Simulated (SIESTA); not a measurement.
Crystal: La3AlN.

```xyz
5
Lattice="5.0975 0.0000 0.0000 0.0000 5.0975 0.0000 0.0000 0.0000 5.0975" Properties=species:S:1:pos:R:3 pbc="T T T"
La    2.5488    0.0000    2.5488
La    0.0000    2.5488    2.5488
La    2.5488    2.5488    0.0000
Al    0.0000    0.0000    0.0000
N     2.5488    2.5488    2.5488
```

The cell comes from a database or a generator and needn't be the stable form of this composition.

```yaml
Program: SIESTA 5.4.2
Task: single point
Functional: PBEsol
Potentials_or_basis: PseudoDojo 0.4 standard (PBEsol files)
Basis: DZP (energy shift 0.003 Ry; two zetas on semicore shells)
Grid_cutoff: 800 Ry
Energy_shift: 0.003 Ry
k_mesh: 5 × 5 × 5
Occupations: fermi-dirac, width 0.05 eV
Spin: no spin polarisation
```

On this cell: pressure 1.4 GPa; largest force zero by symmetry; band gap on the k mesh none (metal or under the smearing width).

The same run follows on a disturbed copy (atoms moved at random, drawn with an rms of 0.05 Å):

```
La Al N
1.0
     5.09752    0.00000    0.00000
     0.00000    5.09752    0.00000
     0.00000    0.00000    5.09752
La Al N
3 1 1
Direct
  0.49881 0.00094 0.49748
  0.00001 0.49875 0.50748
  0.50423 0.48808 0.99854
  0.99447 0.00300 0.00624
  0.50324 0.51281 0.49629
```

**Question.** What changes?

**Answer.** The energy (extrapolated to zero smearing) moves by +6.9 meV/atom; pressure 1.5 GPa; largest force 0.513 eV/Å; band gap on the k mesh none (metal or under the smearing width).

Forces on the atoms (eV/Å):
```
La   0.008  0.012 -0.010
La   0.115  0.160 -0.173
La  -0.084  0.332  0.111
Al   0.070 -0.019 -0.063
N   -0.108 -0.483  0.134
```

Stress tensor (GPa, compression positive):
```
 1.45 -0.03 -0.02
-0.03  1.59 -0.01
-0.02 -0.01  1.37
```

Caveats: the basis of atomic orbitals isn't converged, which shifts pressures, moduli and gaps.
